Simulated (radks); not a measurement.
# Polarisabilities and dispersion coefficients of He, Li⁺, Be²⁺ and others

One table from this session's results is given with a row withheld; the runs are named, their logs left out.

Program: radks (a radial shooting solver on a logarithmic mesh, Libxc functionals) version 1. Level of theory: non-relativistic Kohn-Sham, exchange-only LDA, spin-unpolarised, spherical densities, point nucleus. These are calculated values, not measurements, unless marked.

## The atom as given

```
species : He ([He]), Li⁺ ([He]), Be²⁺ ([He]), B³⁺ ([He]), C⁴⁺ ([He]), N⁵⁺ ([He]), O⁶⁺ ([He]), F⁷⁺ ([He]), Ne⁸⁺ ([He])
```

Set-up of the first run:

Settings of this run:

```text
Z 2
configuration [He]
relativity non-relativistic
functional lda,
spin unpolarised
nucleus point
response adiabatic LDA kernel
```

Among the steps run: He, [He]; Li⁺, [He]; Be²⁺, [He]; B³⁺, [He]; C⁴⁺, [He]; N⁵⁺, [He]; O⁶⁺, [He]; F⁷⁺, [He]; Ne⁸⁺, [He].

One table of the session follows, with a row left open; its other results are not shown here.

```
species  −ε(HOMO) (eV)  α (bohr³)  α uncoupled (bohr³)  C6 (hartree bohr⁶)  C8 (hartree bohr⁸)
     He              ?          ?                    ?                   ?                   ?
    Li⁺         57.724     0.2197               0.2359             0.09386              0.3502
   Be²⁺         128.64    0.05730              0.06053             0.01273             0.02281
    B³⁺         226.79    0.02108              0.02204            0.002867            0.003010
    C⁴⁺         352.15   0.009492             0.009854           0.0008719           0.0006008
    N⁵⁺         504.73   0.004886             0.005045           0.0003227           0.0001563
    O⁶⁺         684.52   0.002765             0.002845           0.0001361           4.881e-05
    F⁷⁺         891.52   0.001681             0.001724           6.346e-05           1.764e-05
   Ne⁸⁺         1125.7   0.001080             0.001104           3.242e-05           7.276e-06
```

Q: Estimate the row for He from the others.

**Answer.** −ε(HOMO) (eV): 14.067; α (bohr³): 1.765; α uncoupled (bohr³): 1.946; C6 (hartree bohr⁶): 2.027; C8 (hartree bohr⁸): 24.80. In the column «−ε(HOMO) (eV)» it is the lowest.

What this shows: Uncoupled leaves out the potential induced by the response; C6 and C8 are for like pairs. He is the most polarisable and Ne⁸⁺ the least, a factor 1635 apart. For the pair He–Ne⁸⁺ the Casimir-Polder integral gives C6 = 0.002612, the rule 2·Ca·Cb/(Ca·αb/αa + Cb·αa/αb) on the like-pair values 0.002423. Against the recommended values (Schwerdtfeger and Nagle, 2023 table) the misses are He +28 %. C8 is given only where no p, d or f shell is open.
